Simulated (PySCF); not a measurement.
# [OsO2F3]+: from a template to the relaxed complex

What shape and bonds does [OsO2F3]+ have? It is relaxed from a template within its point group. The structure is generated, not taken from experiment.

Program: PySCF 2.14.0. Level of theory: r2SCAN, Os def2-SVP with ECP60, O def2-SVP, F def2-SVP; scalar-relativistic core potentials, no spin–orbit coupling. These are calculated values, not measurements.

3 further runs of the same task are left out: 2 for a known fault of the program, 1 set aside as unsound or not needed.

### 1 The starting structure

6 atoms, charge 1, spin multiplicity 1.

Bond lengths: Os1–O2 1.465 Å, Os1–O3 1.465 Å, Os1–F4 1.686 Å, Os1–F5 1.686 Å, Os1–F6 1.686 Å. Angles: O2–Os1–O3 103.1°, O2–Os1–F4 103.1°, O2–Os1–F5 103.1°, O2–Os1–F6 103.1°, O3–Os1–F4 87.0°, O3–Os1–F5 153.7°, O3–Os1–F6 87.0°, F4–Os1–F5 87.0°, F4–Os1–F6 153.7°, F5–Os1–F6 87.0°.

As a file:

```xyz
6
F3O2Os
Os    0.00000    0.00000    0.00000
O     0.00000    0.00000    1.46520
O     1.42690    0.00000   -0.33290
F     0.00000    1.64150   -0.38300
F    -1.64150    0.00000   -0.38300
F     0.00000   -1.64150   -0.38300
```

Formal oxidation states: Os +8.

### 2 SCF at the start, singlet

The input, run.py (the lines that set the calculation):

```python
mol = gto.M(atom='''
Os     0.00000     0.00000     0.00000
O      0.00000     0.00000     1.46520
O      1.42690     0.00000    -0.33290
F      0.00000     1.64150    -0.38300
F     -1.64150     0.00000    -0.38300
F      0.00000    -1.64150    -0.38300''',
    basis={'Os': 'def2-SVP', 'O': 'def2-SVP', 'F': 'def2-SVP'},
    ecp={'Os': 'def2-SVP'},
    charge=1, spin=0)
mf = dft.RKS(mol, xc='R2SCAN')
mf.grids.atom_grid = (50, 194)
mf = mf.density_fit()  # fitting sets: Os def2-universal-JKFIT, O def2-universal-JKFIT, F def2-universal-JKFIT
mf.conv_tol = 1e-08; mf.max_cycle = 55
mf.kernel(dm0)  # dm0: free metal ions and neutral atoms
```

The run is started by

```bash
> OMP_NUM_THREADS=2 python run.py
```

The log of the run:

```text
init E= -545.890286517382
  HOMO = -0.639719744728164  LUMO = -0.409693943836171  gap/eV = 6.25932
cycle= 1 E= -539.321513016503  delta_E= 6.57  |g|=  1.2  |ddm|= 3.68
  HOMO = -0.543123485013862  LUMO = -0.493357065474502  gap/eV = 1.35421
cycle= 2 E= -536.001863892915  delta_E= 3.32  |g|= 4.29  |ddm|=  3.7
  HOMO = -0.61735298073405  LUMO = -0.47494047712696  gap/eV = 3.87524
cycle= 3 E= -539.473214372186  delta_E= -3.47  |g|= 0.742  |ddm|= 3.16
  HOMO = -0.635291561554663  LUMO = -0.448743927906012  gap/eV = 5.07622
cycle= 4 E= -539.562735800073  delta_E= -0.0895  |g|= 0.272  |ddm|= 0.681
  HOMO = -0.639211945973572  LUMO = -0.457436988101936  gap/eV = 4.94635
cycle= 5 E= -539.570460632576  delta_E= -0.00772  |g|= 0.173  |ddm|= 0.235
  HOMO = -0.636410773223278  LUMO = -0.456848703103944  gap/eV = 4.88613
cycle= 6 E= -539.575598249741  delta_E= -0.00514  |g|= 0.0491  |ddm|= 0.143
  HOMO = -0.6370416574399  LUMO = -0.458286761737661  gap/eV = 4.86417
cycle= 7 E= -539.575934572019  delta_E= -0.000336  |g|= 0.0238  |ddm|= 0.045
  HOMO = -0.637656442213561  LUMO = -0.457669271629847  gap/eV = 4.89770
cycle= 8 E= -539.576038666835  delta_E= -0.000104  |g|= 0.00429  |ddm|= 0.0211
  HOMO = -0.637394272875351  LUMO = -0.457531721969911  gap/eV = 4.89431
cycle= 9 E= -539.576041800802  delta_E= -3.13e-06  |g|= 0.000929  |ddm|= 0.00326
  HOMO = -0.637440494489328  LUMO = -0.45757067233383  gap/eV = 4.89451
cycle= 10 E= -539.576041969883  delta_E= -1.69e-07  |g|= 0.000124  |ddm|= 0.000646
  HOMO = -0.637432653999994  LUMO = -0.457559875390448  gap/eV = 4.89459
cycle= 11 E= -539.576041973067  delta_E= -3.18e-09  |g|= 1.45e-05  |ddm|= 0.000104
  HOMO = -0.637435039141393  LUMO = -0.457564596633699  gap/eV = 4.89452
Extra cycle  E= -539.576041973032  delta_E= 3.52e-11  |g|= 2e-05  |ddm|= 3.08e-05
converged SCF energy = -539.576041973032
```

Wall time 3.9 s (2 threads of Arm Neoverse V2, shared host); peak memory 0.47 GiB.

Read off: E = -539.576042 Eh, HOMO -17.35 eV, LUMO -12.45 eV, Mulliken charge on Os1 +1.83 e. 

### 3 Relaxation, singlet

Steps are kept in the start's point group, Cs.

The input, run.py (the lines that set the calculation):

```python
mol = gto.M(atom='''
Os     0.02977     0.00000     0.01323
O      0.02977     0.00000     1.47843
O      1.45667     0.00000    -0.31967
F      0.02977     1.64150    -0.36977
F     -1.61173     0.00000    -0.36977
F      0.02977    -1.64150    -0.36977''',
    basis={'Os': 'def2-SVP', 'O': 'def2-SVP', 'F': 'def2-SVP'},
    ecp={'Os': 'def2-SVP'},
    charge=1, spin=0)
mf = dft.RKS(mol, xc='R2SCAN')
mf.grids.atom_grid = (50, 194)
mf = mf.density_fit()  # fitting sets: Os def2-universal-JKFIT, O def2-universal-JKFIT, F def2-universal-JKFIT
mf.conv_tol = 1e-08; mf.max_cycle = 55
mf.kernel(dm0)  # dm0: an SCF of this state at this start
# quasi-Newton relaxation in Cartesian coordinates to a largest gradient under 0.00045 Eh/bohr, steps kept in the point group
```

The run is started by

```bash
> OMP_NUM_THREADS=2 python run.py
```

No log is kept here; the results follow.

It took 64 s on 2 threads of Arm Neoverse V2, shared host.

The steps of the relaxation:

```
step  energy from step 1 (eV)  largest force component (eV/Å)
   1                   0.0000                         24.9788
   2                  -5.6424                          6.2039
   3                  -6.1053                          0.5121
   4                  -6.1426                          0.2548
   5                  -6.1653                          0.1506
   6                  -6.1788                          0.1567
   7                  -6.2068                          0.3708
   8                  -6.2244                          0.4582
   9                  -6.2353                          0.2450
  10                  -6.2409                          0.1212
  11                  -6.2423                          0.0585
  12                  -6.2429                          0.0429
  13                  -6.2430                          0.0543
  14                  -6.2430                          0.0278
  15                  -6.2430                          0.0122
```

Close pairs (by a distance rule), those that changed most:

```
  bond  before (Å)  after (Å)  change (Å)
Os1–O2       1.465      1.672      +0.207
Os1–O3       1.465      1.672      +0.207
Os1–F5       1.686      1.839      +0.153
Os1–F4       1.686      1.828      +0.142
Os1–F6       1.686      1.828      +0.142
```

It ends in C2v at E = -539.805468 Eh.

```
atom    x (Å)    y (Å)    z (Å)
 Os1   0.0580   0.0000   0.0458
  O2   0.2044   0.0000   1.7114
  O3   1.5939   0.0000  -0.6145
  F4  -0.1851   1.8062  -0.0925
  F5  -1.5220   0.0000  -0.8951
  F6  -0.1851  -1.8062  -0.0925
```

### 4 Properties on a finer grid

The input, run.py (the lines that set the calculation):

```python
mol = gto.M(atom='''
Os     0.05795     0.00000     0.04581
O      0.20441     0.00000     1.71145
O      1.59387     0.00000    -0.61454
F     -0.18509     1.80618    -0.09246
F     -1.52205     0.00000    -0.89509
F     -0.18509    -1.80618    -0.09246''',
    basis={'Os': 'def2-SVP', 'O': 'def2-SVP', 'F': 'def2-SVP'},
    ecp={'Os': 'def2-SVP'},
    charge=1, spin=0)
mf = dft.RKS(mol, xc='R2SCAN')
mf.grids.atom_grid = (75, 302)
mf = mf.density_fit()  # fitting sets: Os def2-universal-JKFIT, O def2-universal-JKFIT, F def2-universal-JKFIT
mf.conv_tol = 1e-09; mf.max_cycle = 55
mf.kernel(dm0)  # dm0: the density of the relaxed state
```

The run is started by

```bash
> OMP_NUM_THREADS=2 python run.py
```

The log of the run:

```text
init E= -539.80584132449
  HOMO = -0.635323941899221  LUMO = -0.518245597684116  gap/eV = 3.18586
cycle= 1 E= -539.80584083613  delta_E= 4.88e-07  |g|= 0.00256  |ddm|= 0.00349
  HOMO = -0.634719131735364  LUMO = -0.51807608025696  gap/eV = 3.17402
cycle= 2 E= -539.805809196042  delta_E= 3.16e-05  |g|= 0.0127  |ddm|= 0.0104
  HOMO = -0.635089482957366  LUMO = -0.518129711293399  gap/eV = 3.18264
cycle= 3 E= -539.805841219522  delta_E= -3.2e-05  |g|= 0.00218  |ddm|= 0.00954
  HOMO = -0.635146770853886  LUMO = -0.518098476352184  gap/eV = 3.18505
cycle= 4 E= -539.805841977585  delta_E= -7.58e-07  |g|= 0.000614  |ddm|= 0.00147
  HOMO = -0.635156197206911  LUMO = -0.51814789804216  gap/eV = 3.18396
cycle= 5 E= -539.805842058239  delta_E= -8.07e-08  |g|= 5.13e-05  |ddm|= 0.000463
  HOMO = -0.635154657242922  LUMO = -0.518147896957304  gap/eV = 3.18392
cycle= 6 E= -539.8058420578  delta_E= 4.38e-10  |g|= 7.05e-05  |ddm|= 6.74e-05
  HOMO = -0.635154180815225  LUMO = -0.518147759635773  gap/eV = 3.18391
cycle= 7 E= -539.805842058802  delta_E= -1e-09  |g|= 1.03e-05  |ddm|= 4.93e-05
  HOMO = -0.635154228511548  LUMO = -0.518147775723512  gap/eV = 3.18391
cycle= 8 E= -539.805842058817  delta_E= -1.53e-11  |g|= 3.86e-06  |ddm|= 1.09e-05
  HOMO = -0.635154257590673  LUMO = -0.518147697112248  gap/eV = 3.18391
Extra cycle  E= -539.805842058769  delta_E= 4.8e-11  |g|= 1.61e-05  |ddm|= 1.58e-05
converged SCF energy = -539.805842058769
```

It took 24 s on 2 threads of Arm Neoverse V2, shared host.

It gives: E = -539.805842 Eh, HOMO -17.28 eV, LUMO -14.10 eV, Mulliken charge on Os1 +1.70 e, largest force component 0.078 eV/Å. 

Löwdin charges:

```
atom  value (e)
 Os1       0.69
  O2       0.15
  O3       0.15
  F4       0.01
  F5       0.00
  F6       0.01
```

Mulliken charges: Os1 +1.70, O2 -0.08, O3 -0.08, F4 -0.18, F5 -0.18, F6 -0.18 e.

Contacts (the nearest donor of each ligand) and Mayer bond orders:

```
   contact  distance (Å)  bond order
Os1–O2 (O)         1.672        1.92
Os1–O3 (O)         1.672        1.92
Os1–F4 (F)         1.828        0.98
Os1–F5 (F)         1.839        1.00
Os1–F6 (F)         1.828        0.98
```

Mulliken populations of Os1 outside the core potential: s 2.39, p 6.34, d 5.32, f 0.24.

The fields below are evaluated on a grid from the run's orbitals.

Frontier orbitals at r2SCAN, with the share of their density that lies nearest to each atom:

```
orbital  energy (eV)                                                   lies on
 HOMO-1       -17.46                                    O2, O3 about 46 % each
   HOMO       -17.28                           F5 37 %; F4, F6 about 25 % each
   LUMO       -14.10  Os1 46 %; O2, O3 about 13 % each; F4, F6 about 10 % each
```

ELF in a plane through or near 4 of the atoms.

Ten even steps from ' ' (0.00) to '@' (0.85):
```
                                                        
                                                        
                                                        
                                                        
                                                        
                                                        
                        ........                        
            ......    ..::::::::..    ......            
          ::==****==::::++****++..::==****==::          
        ..==##@@@@%%++--@@----%%--==@@@@@@##==..        
        ::++@@%%**####==%%++**##==##%%++**%%++::        
        ..==##@@@@%%++::--====--::++@@@@@@##==..        
          ::==****--....**##%%**....--****==::          
            ....    ..++@@++##@@++..    ....            
                    --##@@**##@@##--                    
                    ::==##%%%%##==::                    
                        ..::::..                        
                                                        
                                                        
                                                        
```
The map spans 8.8 Å across and 8.7 Å up, centred on the molecule. Atoms in the plane (x, y in Å): Os1 (0.0, 0.1), F4 (1.8, -0.2), F5 (0.0, -1.8), F6 (-1.8, -0.2).

On the surface of density 0.002 e/bohr³ the electrostatic potential runs, from the 1st to the 99th percentile, from 3.94 V near F4 to 8.41 V near F5.

### 5 What came out

```
                       quantity                           value
          state and point group                    singlet, C2v
          metal–ligand contacts                  1.67 to 1.84 Å
                frontier levels  HOMO -17.28 eV, LUMO -14.10 eV
dipole about the centre of mass                          0.93 D
            mean polarisability                          5.8 Å³
```

In words: The metal carries +0.69 e by Löwdin's partition against a formal +8, and bond orders to the nearest donors reach 1.92. Both measures hang on the basis. No vibrations are shown for the final structure, so this session doesn't show it to be a minimum. One start shape was tried, so another isomer may lie lower. These are double-zeta-type bases without diffuse functions. Spin–orbit coupling is left out.
